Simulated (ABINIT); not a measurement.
BiTe: single point with PBE

Crystal: BiTe.

```xyz
4
Lattice="2.4227 -4.1963 0.0000 4.8454 0.0000 0.0000 2.4227 -1.3988 6.6346" Properties=species:S:1:pos:R:3 pbc="T T T"
Bi    7.1860   -4.5929    5.3325
Bi    2.3355   -1.1461    2.0323
Te    2.9599   -1.3251    6.1925
Te    4.4776   -2.7272    3.0291
```

The cell comes from a database or a generator and needn't be the stable form of this composition.

* Program: ABINIT 10.8.3 (patched build)
* Task: single point
* Functional: PBE
* Potentials or basis: SG15 NC PBE v1.2
* Cutoff: 707 eV
* k mesh: 5 × 5 × 3
* Occupations: fermi-dirac, width 0.05 eV
* Spin: no spin polarisation

```yaml
Pressure: 18.6 GPa
Largest_force: 15.753 eV/Å
Band_gap_on_the_k_mesh: none (metal or under the smearing width)
Valence_electrons_inside_the_program's_atomic_spheres: Bi 10.85, 10.74; Te 12.06, 11.95
```

Forces on the atoms (eV/Å):
```
Bi   12.358   6.759  -6.340
Bi   -0.765  -0.587  -1.018
Te  -12.796  -6.439   6.553
Te    1.203   0.268   0.805
```

Stress tensor (GPa, compression positive):
```
 31.14  11.58 -12.10
 11.58  13.14  -5.53
-12.10  -5.53  11.46
```

Levels at points of the mesh, in eV from the Fermi level:
```
           k point  band 27  band 28  band 29  band 30  band 31  band 32  band 33  band 34  band 35  band 36
(0.00, 0.00, 0.00)    -3.64    -2.80    -2.23    -1.06    -0.83    -0.15     0.15     0.96     2.28     3.94
```

Run time: 8.5 min on 1 thread of Arm Neoverse V1, on a shared host, peak memory 0.21 GiB.

Caveat: so large a pressure means that the cell lies far from this level's equilibrium, or that cutoff or potentials fall short; spin-orbit coupling is left out, which moves the levels of the heavy elements; forces of over 1 eV/Å show positions far from the minimum, so gaps and moduli don't describe the material at rest.
